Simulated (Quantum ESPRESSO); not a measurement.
NbSi: zone-centre phonons under several settings

```
Nb Si
1.0
     0.00000    2.57383    2.57383
     2.57383    0.00000    2.57383
     2.57383    2.57383    0.00000
Nb Si
1 1
Direct
  0.00000 0.00000 0.00000
  0.50000 0.50000 0.50000
```

The cell was built by a generator and needn't be a form met in nature.

All runs used Quantum ESPRESSO 7.5; k mesh 9 × 9 × 9; relaxed cell; no spin polarisation; cutoff 612 eV; occupations cold, width 0.2 eV.

| level | potentials | volume (Å³/atom) | lowest optical mode without the field (cm⁻¹) |
| --- | --- | --- | --- |
| LDA | GBRV 1.5 LDA | 16.22 | 386 |
| PBE | GBRV 1.5 PBE | 17.00 | 364 |
| PBEsol | GBRV 1.5 PBEsol | 16.52 | 380 |
| BLYP | GBRV 1.5 PBE | 17.85 | 327 |
| revPBE | GBRV 1.5 PBE | ? | ? |
| PW91 | GBRV 1.5 PBE | 17.05 | 360 |
| vdW-DF-cx | GBRV 1.5 PBE | 16.68 | 376 |

Question: What stands in the row left open?

Answer: Volume 17.15 Å³/atom; lowest optical mode without the field 358 cm⁻¹.

Caveats: the potentials were made for another functional, which shifts forces and pressure (some runs).

For the row left open. Caveat: the potentials were made for another functional, which shifts forces and pressure.
